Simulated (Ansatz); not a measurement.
# AgRh under changes of volume

One of the cells (16.064 Å³/atom); the others are scaled copies at fixed shape and fractional positions:

```
Ag Rh
1.0
     2.77759    0.00000    0.00000
    -1.38879    2.40546    0.00000
     0.00000    0.00000    4.80860
Ag Rh
1 1
Direct
  0.00000 0.00000 0.50000
  0.66667 0.33333 0.00000
```

The cell comes from a database or a generator and needn't be the stable form of this composition.

- Program: Ansatz 0.2.0
- Functional: PBEsol
- Potentials or basis: all-electron LAPW, scalar-relativistic
- Cutoff: 282 eV (chosen from the basis error)
- Basis error allowed: 0.0005 eV/atom
- k mesh: 11 × 11 × 6
- Occupations: fermi-dirac, width 0.05 eV
- Spin: no spin polarisation

| volume (Å³/atom) | energy over the lowest point (meV/atom) | pressure (GPa) |
| --- | --- | --- |
| 15.100 | 0.00 | -0.9 |
| 15.421 | 5.75 | -4.6 |
| 15.743 | 18.42 | -7.8 |
| 16.064 | ? | ? |
| 16.385 | 61.09 | -13.1 |
| 16.707 | 89.62 | -15.2 |
| 17.028 | 122.08 | -17.0 |

Question: What does the run at 16.064 Å³/atom give?

Answer: Energy over the lowest point 37.13 meV/atom; pressure -10.6 GPa.

Worked out: A Birch-Murnaghan fit of order 3 (a polynomial in V^(-2/3)) to the other rows has its minimum at 15.02 Å³/atom, just outside them, with B0 = V·E''(V) = 191 GPa and B' = 5.4 at fixed shape and positions, which overstates the stiffness. It gives 37.13 meV/atom at 16.064 Å³/atom, against the run's 37.13, and -dE/dV = -10.7 GPa, against -10.6.

Energies are extrapolated to zero smearing.
